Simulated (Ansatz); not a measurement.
# SiSbTe3: the cost of one run

Method: DFT PBE, scalar-relativistic, plane waves, PAW, in Ansatz 0.2.0.

1 further run of the same task is left out (it didn't finish).

## 1. The starting structure

It takes space group P-6m2 (No. 187, hexagonal). The conventional cell has a = 5.067 Å, b = 5.067 Å, c = 6.081 Å, α = 90.00°, β = 90.00°, γ = 120.00°. Si (site symmetry -6m2) is surrounded by 8 Te at 3.04 to 3.30 Å. Around Sb (site symmetry -6m2) lie 9 Te at 2.93 to 3.29 Å. Around Te (site symmetry 3m) lie 5 Te at 3.03 to 3.29 Å and 3 Sb at 3.29 Å and 3 Si at 3.30 Å. Te (site symmetry -6m2) has 3 Sb at 2.93 Å and 2 Si at 3.04 Å and 6 Te at 3.29 Å as nearest neighbours.

Structure file:

```
Si Sb Te
1.0
     5.06685    0.00000    0.00000
    -2.53342    4.38802    0.00000
     0.00000    0.00000    6.08124
Si Sb Te
1 1 3
Direct
  0.00000 0.00000 0.50000
  0.33333 0.66667 0.00000
  0.66667 0.33333 0.24892
  0.66667 0.33333 0.75108
  0.00000 0.00000 0.00000
```

A structure generator made this guess: species swapped into a database cell of GaFe3As (P-6m2, No. 187), with Sb on the Ga sites, Te on the Fe sites and Si on the As sites. Lengths come from tabulated atomic sizes and are only a guess.

## 2. The guess as it stands, on a coarse mesh

Input file input.yaml:

```yaml
crystal:
  lattice:
    - [5.06684981, 0.0, 0.0]
    - [-2.5334249, 4.38802065, 0.0]
    - [0.0, 0.0, 6.08124017]
  atoms:
    - { symbol: Si, position: [0.0, 0.0, 0.5] }
    - { symbol: Sb, position: [0.33333333, 0.66666667, 0.0] }
    - { symbol: Te, position: [0.66666667, 0.33333333, 0.248919] }
    - { symbol: Te, position: [0.66666667, 0.33333333, 0.751081] }
    - { symbol: Te, position: [0.0, 0.0, 0.0] }
basis:
  ecutwfc: 420
kpoints:
  mp_grid: { grid: [6, 6, 4] }
hamiltonian:
  xc: pbe
scf:
  occupations: { method: gaussian, width: 0.1 }
  lower_state_search: "off"
output:
  forces: true
  stress: true
  eigenvalues: true
```

Launch:

```bash
> ansatz run input.yaml --threads 1 --pin off --max-ram 2560MiB --backend cpu --events-out ev --progress --plain --runs-dir out
```

**Question.** How long does this run take on 1 thread of AMD EPYC 9R45 (Zen 5), shared host, and how much memory does it need?

About 2.9 s, with a peak of 0.47 GiB.
